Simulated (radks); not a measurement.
# Ga⁴⁺ in [Ne] 3s2 3p5.75 3d9 4d0.25: an all-electron calculation

One table from this session's results is given with a row withheld; the runs are named, their logs left out.

Program: radks (a radial shooting solver on a logarithmic mesh, Libxc functionals) version 1. Level of theory: Dirac Kohn-Sham, PBE, spin-unpolarised, spherical densities, finite nucleus; open shells are shared between the two j in proportion to 2j + 1. These are calculated values, not measurements, unless marked.

**What is computed**

```
element            : gallium (Z = 31)
charge             : +4
electrons          : 27
configuration      : [Ne] 3s2 3p5.75 3d9 4d0.25
nuclear rms radius : 3.9973 fm
```

The first run:

Settings of this run:

```text
Z 31
configuration [Ne] 3s2 3p5.75 3d9 4d0.25 4s0 4p0
relativity Dirac
functional pbe,pbe
spin unpolarised
j_filling average
nucleus finite rms 3.9973 fm
c 137.035999084
```

One table of the session follows, with a row left open; its other results are not shown here.

It belongs to the step «Shells». Radial moments (bohr):

```
level      <r>  outermost maximum (interpolated)  90 % within  nodes
1s1/2  0.04860                            0.0318       0.0868      0
2s1/2   0.2176                             0.182        0.337      1
2p1/2   0.1883                             0.144        0.308      0
2p3/2   0.1918                             0.147        0.313      0
3s1/2   0.6455                             0.563        0.964      2
3p1/2   0.6612                             0.559         1.01      1
3p3/2   0.6712                             0.567         1.03      1
3d3/2   0.7328                             0.522         1.22      0
3d5/2   0.7368                             0.525         1.23      0
4s1/2    1.795                              1.61         2.60      3
4p1/2    2.016                              1.79         2.95      2
4p3/2    2.037                              1.81         2.98      2
4d3/2        ?                                 ?            ?      ?
4d5/2    2.697                              2.41         3.98      1
```

Estimate the missing values for 4d3/2.

The run gave: <r>: 2.691; outermost maximum (interpolated): 2.40; 90 % within: 3.98; nodes: 1. In the column «<r>» it lies between 4p3/2 (2.037) and 4d5/2 (2.697).
